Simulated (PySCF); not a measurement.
**[Er(H2O)6]3+: other functionals and bases at one geometry**

One table from this session's results is given with a row withheld; the runs are named, their logs left out.

Program: PySCF 2.14.0. Level of theory: several levels, as the steps say, no spin–orbit coupling. These are calculated values, not measurements.

2 further runs of the same task are left out: 2 for a known fault of the program.

### Where the work starts

19 atoms, charge 3, spin multiplicity 1.

Bond lengths: Er1–O2 2.326 Å, Er1–O5 2.326 Å, Er1–O8 2.327 Å, Er1–O11 2.326 Å, Er1–O14 2.327 Å, Er1–O17 2.326 Å, O2–H3 0.980 Å, O2–H4 0.980 Å, O5–H6 0.980 Å, O5–H7 0.980 Å, O8–H9 0.980 Å, O8–H10 0.980 Å, O11–H12 0.980 Å, O11–H13 0.980 Å, O14–H15 0.980 Å, O14–H16 0.980 Å, O17–H18 0.980 Å, O17–H19 0.980 Å. Angles: O2–Er1–O5 180.0°, O2–Er1–O8 90.0°, O2–Er1–O11 90.0°, O2–Er1–O14 90.0°, O2–Er1–O17 90.0°, O5–Er1–O8 90.0°, O5–Er1–O11 90.0°, O5–Er1–O14 90.0°, O5–Er1–O17 90.0°, O8–Er1–O11 90.0°, O8–Er1–O14 180.0°, O8–Er1–O17 90.0°, O11–Er1–O14 90.0°, O11–Er1–O17 180.0°, O14–Er1–O17 90.0°, Er1–O2–H3 128.1°, Er1–O2–H4 128.1°, H3–O2–H4 103.9° and more.

Geometry (Å):

```xyz
19

Er    0.0000    0.0000    0.0000
O     0.0040    0.0003    2.3260
H     0.0039    0.7718    2.9299
H     0.0063   -0.7711    2.9301
O    -0.0040   -0.0003   -2.3260
H    -0.0089   -0.7717   -2.9299
H    -0.0012    0.7711   -2.9301
O     2.3268   -0.0040   -0.0040
H     2.9323    0.0004    0.7662
H     2.9296   -0.0106   -0.7764
O     0.0040    2.3262   -0.0003
H     0.7765    2.9290   -0.0076
H    -0.7663    2.9316    0.0070
O    -2.3268    0.0040    0.0040
H    -2.9296   -0.0003    0.7764
H    -2.9322    0.0105   -0.7662
O    -0.0040   -2.3262    0.0003
H    -0.7765   -2.9290   -0.0043
H     0.7663   -2.9316    0.0050
```

Formal oxidation states: Er +3. Each metal's 11 4f electrons lie in its core potential, so multiplicities, spins and levels count the valence alone. An earlier session relaxed this geometry at r2SCAN, Er lcecp-1-SVP with ECP57, O def2-SVP, H def2-SVP (singlet, point group Th).

At r2SCAN on the finer grid: E = -495.457338 Eh, HOMO -21.40 eV, LUMO -13.45 eV, Mulliken charge on Er1 +1.29 e, largest force component 0.068 eV/Å. 

Levels to run: B3LYP; BP86; M06-L; TPSSh; r2SCAN, TZVP. Hardware: 4 threads of Arm Neoverse V1, shared host.

Set-up of the first run:

File run.py (the lines that set the calculation):

```python
mol = gto.M(atom='''
Er     0.00000     0.00000     0.00000
O      0.00405     0.00025     2.32595
H      0.00393     0.77175     2.92995
H      0.00627    -0.77112     2.93011
O     -0.00405    -0.00025    -2.32595
H     -0.00895    -0.77174    -2.92994
H     -0.00124     0.77111    -2.93012
O      2.32677    -0.00405    -0.00405
H      2.93227     0.00043     0.76623
H      2.92956    -0.01062    -0.77642
O      0.00405     2.32620    -0.00026
H      0.77651     2.92896    -0.00763
H     -0.76632     2.93164     0.00698
O     -2.32677     0.00405     0.00405
H     -2.92958    -0.00026     0.77642
H     -2.93225     0.01046    -0.76623
O     -0.00405    -2.32620     0.00026
H     -0.77653    -2.92896    -0.00430
H      0.76634    -2.93164     0.00495''',
    basis={'Er': 'lcecp-1-SVP', 'O': 'def2-SVP', 'H': 'def2-SVP'},
    ecp={'Er': 'lcecp-1-SVP'},
    charge=3, spin=0)
mf = dft.RKS(mol, xc='B3LYP')
mf.grids.atom_grid = (75, 302)  # f atoms: unpruned, at least (60, 302)
mf = mf.density_fit()  # fitting sets: Er AutoAux, O def2-universal-JKFIT, H def2-universal-JKFIT
mf.conv_tol = 1e-08; mf.max_cycle = 55
mf.kernel(dm0)  # dm0: the density of the relaxed state
```

Launch:

```sh
OMP_NUM_THREADS=4 python run.py
```

Steps of the session up to this table: B3LYP; BP86; M06-L; TPSSh; r2SCAN, TZVP.

One of the session's tables, all rows but one given; the rest of the session is left out.

```
                level  HOMO (eV)  gap (eV)  charge on Er1 (e)  largest force component (eV/Å)
r2SCAN (relaxed here)     -21.40      7.94               1.29                            0.07
                B3LYP     -22.50      9.51               1.23                            0.05
                 BP86     -21.02      7.15               1.09                            0.46
                M06-L          ?         ?                  ?                               ?
                TPSSh     -21.79      8.65               1.28                            0.12
         r2SCAN, TZVP     -21.45      7.97               1.92                            0.27
```

Q: Estimate the row for M06-L from the others.

The run gave: HOMO (eV): -21.41; gap (eV): 7.96; charge on Er1 (e): 1.48; largest force component (eV/Å): 0.12. In the column «HOMO (eV)» it lies between r2SCAN, TZVP (-21.45) and r2SCAN (relaxed here) (-21.40).

In one basis the HOMO–LUMO gap runs from 7.15 eV (BP86) to 9.51 eV (B3LYP). The largest leftover force, 0.46 eV/Å with BP86, stands at a geometry relaxed at another level. With 4f in the core, its levels are missing from HOMO and gap, and its count is fixed, so no charge can pass from the ligands into it. Total energies of different levels can't be compared.
